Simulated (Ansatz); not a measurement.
# C₂H₉BSi₂: one species, many methods

An exercise on one series of results from a longer session: the logs are not shown, and one member is left open.

Computed with Ansatz 0.2.0, Gaussian basis. Level: functionals in def2-TZVPP, the program's frozen cores in correlated methods.

The runs, in order: PBE-D4, r2SCAN-D4, PBE0-D4, B3LYP-D4, ωB97X-V, ωB97M-V, B2PLYP; CCSD(T)/def2-TZVPP; MP2/def2-QZVPP; extrapolation to the limit.

## The geometry

All runs share one geometry, relaxed beforehand with PBE0-D4 in a triple-zeta def2 set.

SMILES `[SiH3][SiH]1CBC1`, 14 atoms, charge 0, spin multiplicity 1.

Atoms are counted from 1 here; the program's logs count them from 0.

Bond lengths: Si1–Si2 2.332 Å, Si1–H6 1.488 Å, Si1–H7 1.487 Å, Si1–H8 1.488 Å, Si2–C3 1.927 Å, Si2–C5 1.927 Å, Si2–H9 1.487 Å, C3–B4 1.552 Å, C3–H10 1.085 Å, C3–H11 1.094 Å, B4–C5 1.552 Å, B4–H12 1.199 Å, C5–H13 1.094 Å, C5–H14 1.085 Å. Angles: Si2–Si1–H6 110.5°, Si2–Si1–H7 109.6°, Si2–Si1–H8 110.5°, H6–Si1–H7 108.9°, H6–Si1–H8 108.4°, H7–Si1–H8 108.9°, Si1–Si2–C3 117.7°, Si1–Si2–C5 117.7°, Si1–Si2–H9 111.8°, C3–Si2–C5 81.4°, C3–Si2–H9 112.6°, C5–Si2–H9 112.6°, Si2–C3–B4 76.8°, Si2–C3–H10 125.0°, Si2–C3–H11 100.3°, B4–C3–H10 121.3°, B4–C3–H11 117.0°, H10–C3–H11 111.3° and more.

Coordinates:

```
atom     x (Å)     y (Å)     z (Å)
 Si1  -1.92211   1.10849   0.28929
 Si2   0.35529   0.66743   0.04641
  C3   1.10569  -0.76697   1.09204
  B4   0.67234  -1.47459  -0.21937
  C5   0.89374  -0.48929  -1.39780
  H6  -2.39332   2.02716  -0.78271
  H7  -2.68861  -0.16309   0.20399
  H8  -2.19297   1.74603   1.60661
  H9   1.16835   1.91099   0.11611
 H10   0.73487  -1.09329   2.05838
 H11   2.14707  -0.43696   1.15696
 H12  -0.16959  -2.32789  -0.24281
 H13   1.91569  -0.13405  -1.56207
 H14   0.36067  -0.60327  -2.33623
```

Set-up of the first run:

Input file in.yaml:

```yaml
crystal:
  periodic: [false, false, false]
  atoms:
    - {symbol: Si, position_ang: [-1.922109, 1.108492, 0.289293]}
    - {symbol: Si, position_ang: [0.355292, 0.667428, 0.046409]}
    - {symbol: C, position_ang: [1.105685, -0.766971, 1.092044]}
    - {symbol: B, position_ang: [0.672341, -1.474593, -0.219372]}
    - {symbol: C, position_ang: [0.893736, -0.489293, -1.397805]}
    - {symbol: H, position_ang: [-2.393321, 2.027159, -0.782706]}
    - {symbol: H, position_ang: [-2.688614, -0.163092, 0.203989]}
    - {symbol: H, position_ang: [-2.192967, 1.746034, 1.606615]}
    - {symbol: H, position_ang: [1.168348, 1.910989, 0.116106]}
    - {symbol: H, position_ang: [0.734873, -1.093290, 2.058385]}
    - {symbol: H, position_ang: [2.147065, -0.436960, 1.156957]}
    - {symbol: H, position_ang: [-0.169589, -2.327885, -0.242814]}
    - {symbol: H, position_ang: [1.915694, -0.134046, -1.562068]}
    - {symbol: H, position_ang: [0.360665, -0.603274, -2.336234]}
basis:
  gaussian: {orbitals: def2-TZVPP}
hamiltonian: {xc: pbe, dispersion: d4}
output: {forces: true, orbitals: {seedname: orbitals}}
```

The run is started by

```sh
$ ansatz run in.yaml --threads 4 --pin off --events-out ev --progress --plain --max-ram 10444MiB
```

Among the steps run: PBE-D4 (GGA); r2SCAN-D4 (meta-GGA); PBE0-D4 (hybrid); B3LYP-D4 (hybrid); ωB97X-V (range-separated); ωB97M-V (range-separated); B2PLYP (double hybrid); CCSD(T) in def2-TZVPP; MP2 in def2-QZVPP.

One of the session's tables, all rows but one given; the rest of the session is left out.

```
            method  atomisation energy (eV)
            PBE-D4                   51.780
         r2SCAN-D4                        ?
           PBE0-D4                   51.489
          B3LYP-D4                   51.296
           ωB97X-V                   51.591
           ωB97M-V                   51.469
            B2PLYP                   50.666
     HF/def2-TZVPP                   39.234
    MP2/def2-TZVPP                   50.341
   CCSD/def2-TZVPP                   49.443
CCSD(T)/def2-TZVPP                   50.042
           MP2/CBS                   51.497
       CCSD(T)/CBS                   51.197
```

Q: Estimate the row for r2SCAN-D4 from the others.

The run gave: atomisation energy (eV): 51.612. In the column «atomisation energy (eV)» it lies between ωB97X-V (51.591) and PBE-D4 (51.780).
